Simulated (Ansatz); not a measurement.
# CH5BOSi: the cost of one run

All numbers below are computed with Ansatz 0.2.0 (RKS BLYP-D4/cc-pVDZ).

## 1. The structure to begin with

Bond lengths: B1–Si2 1.874 Å, Si2–C3 1.852 Å, Si2–O4 1.715 Å, C3–O4 1.382 Å, B1–H5 1.233 Å, B1–H6 1.219 Å, Si2–H7 1.501 Å, C3–H8 1.043 Å, C3–H9 1.117 Å. Angles (14 of 16 angles, heavy atoms first): B1–Si2–C3 115.7°, B1–Si2–O4 110.6°, C3–Si2–O4 45.4°, Si2–C3–O4 62.1°, Si2–O4–C3 72.5°, B1–Si2–H7 121.2°, C3–Si2–H7 122.9°, O4–Si2–H7 106.0°, Si2–B1–H5 121.6°, Si2–B1–H6 123.5°, Si2–C3–H8 116.4°, Si2–C3–H9 113.1°, O4–C3–H8 117.0°, O4–C3–H9 105.7°.

As a file:

```xyz
9

B    -0.3722    1.6414   -0.1713
Si    0.6895    0.1179    0.0801
C    -0.1579   -1.5058   -0.1915
O    -0.1045   -1.0110    1.0979
H    -0.8405    1.9282   -1.2754
H    -0.6862    2.3987    0.7315
H     2.0937    0.2267    0.5988
H    -1.0819   -1.4710   -0.6739
H     0.5485   -2.3714   -0.2133
```

## 2. Relaxing end A

input.yaml

```yaml
crystal:
  periodic: [false, false, false]
  atoms:
    - { symbol: B, position_ang: [-0.3722, 1.6414, -0.1713] }
    - { symbol: Si, position_ang: [0.6895, 0.1179, 0.0801] }
    - { symbol: C, position_ang: [-0.1579, -1.5058, -0.1915] }
    - { symbol: O, position_ang: [-0.1045, -1.011, 1.0979] }
    - { symbol: H, position_ang: [-0.8405, 1.9282, -1.2754] }
    - { symbol: H, position_ang: [-0.6862, 2.3987, 0.7315] }
    - { symbol: H, position_ang: [2.0937, 0.2267, 0.5988] }
    - { symbol: H, position_ang: [-1.0819, -1.471, -0.6739] }
    - { symbol: H, position_ang: [0.5485, -2.3714, -0.2133] }
basis:
  gaussian: { orbitals: cc-pVDZ }
hamiltonian:
  xc: blyp
  dispersion: d4
relax:
  f_tol: 0.015
  max_steps: 40
```

Run with:

```sh
ansatz run input.yaml --threads 1 --pin off --max-ram 2048MiB --backend cpu --events-out ev --progress --plain --runs-dir out
```

Q: Estimate wall time and peak memory on 1 thread of Intel Xeon at 2.50GHz (Skylake/Cascade Lake), shared host.

About 1.8 min, with a peak of 0.15 GiB.
